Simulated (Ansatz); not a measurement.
# CoO: the cost of one run

Computed with Ansatz 0.2.0 through its Python package. Level of theory: DFT LDA+U, plane waves, PAW.

## 1. The structure

Symmetry: I4/mmm, No. 139, tetragonal system. The conventional cell has a = 3.016 Å, b = 3.016 Å, c = 4.214 Å, α = 90.00°, β = 90.00°, γ = 90.00°. Co (site symmetry 4/mmm) is surrounded by 6 O at 2.11 to 2.13 Å. O (site symmetry 4/mmm) is surrounded by 6 Co at 2.11 to 2.13 Å.

No structure file is read: the coordinates are typed or built in the script.

## 2. The code

Input file run_plus_u.py:

```python
"""DFT+U scan for CoO."""

import warnings

import ansatz
import numpy as np
from tabulate import tabulate


def count_gap(report):
    # lowest empty less highest filled band, counting bands; zero where they overlap
    return max(report.get("gap_by_band_count_ev") or 0.0, 0.0)

warnings.simplefilter("ignore", ansatz.DeckWarning)

coo = (
    ansatz.Lattice.from_parameters(3.016, 3.016, 4.214495, alpha=90, beta=90, gamma=90)
    .space_group(139, hermann_mauguin="I4/mmm")
    .atom("Co", (0.0, 0.0, 0.0))
    .atom("O", (0.0, 0.0, 0.5))
    .primitive()
    .moments(Co=2.5)
)

setup = (
    coo.calculation()
    .basis(31 * ansatz.Ry)
    .kpoints(13, 13, 13, center="monkhorst-pack")
    .eigensolver("auto", full_accuracy=True)
    .occupations("Marzari-Vanderbilt", width=0.15)
    .scf(tolerance=1e-05, max_iterations=100)
    .spin(ansatz.SpinTreatment.COLLINEAR)
    .functional(ansatz.Functional.LDA)
    .band_table()
)
rows = []
for u in [2.0, 4.0, 6.0, 8.0]:
    data = setup.hubbard("Co", "d", u_eff=u, projectors="atomic").run(threads=1).report
    shell = data["hubbard"]["n_scf"]
    rows.append((u, count_gap(data), sum(shell) / len(shell), max(abs(m) for m in data["site_moments_mub"]), data["n_iterations"]))
print(tabulate(rows, headers=["U_eff eV", "gap by band count eV", "Co d occupation (projector)", "largest moment muB", "iterations"], floatfmt=".4f", tablefmt="simple"))
```

## 3. The input behind the calls

The engine receives this input (first run):

```yaml
crystal:
  lattice:
    a: 3.016
    b: 3.016
    c: 4.214495
    alpha: 90.0
    beta: 90.0
    gamma: 90.0
  space_group: 139
  setting:
    hermann_mauguin: I4/mmm
  atoms:
    - { symbol: Co, position: [0.0, 0.0, 0.0] }
    - { symbol: O, position: [0.0, 0.0, 0.5] }
  reduce_to_primitive: true
basis:
  ecutwfc: 421.77648681281397
kpoints:
  mp_grid:
    grid: [13, 13, 13]
    shift: [0.0, 0.0, 0.0]
hamiltonian:
  xc: lda
  hubbard:
    sites:
      - { species: Co, l: d, u_eff: 2.0 }
    projectors: atomic
magnetization:
  spin_polarized: true
  per_species:
    Co: 2.5
scf:
  max_iter: 100
  convergence:
    dr2_threshold: 1.0e-05
  occupations:
    method: cold
    width: 0.15
  eigensolver:
    kind: auto
    full_accuracy: true
output:
  eigenvalues: true
```

## 4. Running it

The run is started by

```bash
$ python run_plus_u.py
```

Q: Estimate wall time and peak memory on 1 thread of Arm Neoverse V2, shared host.

About 17 min, with a peak of 1.4 GiB.
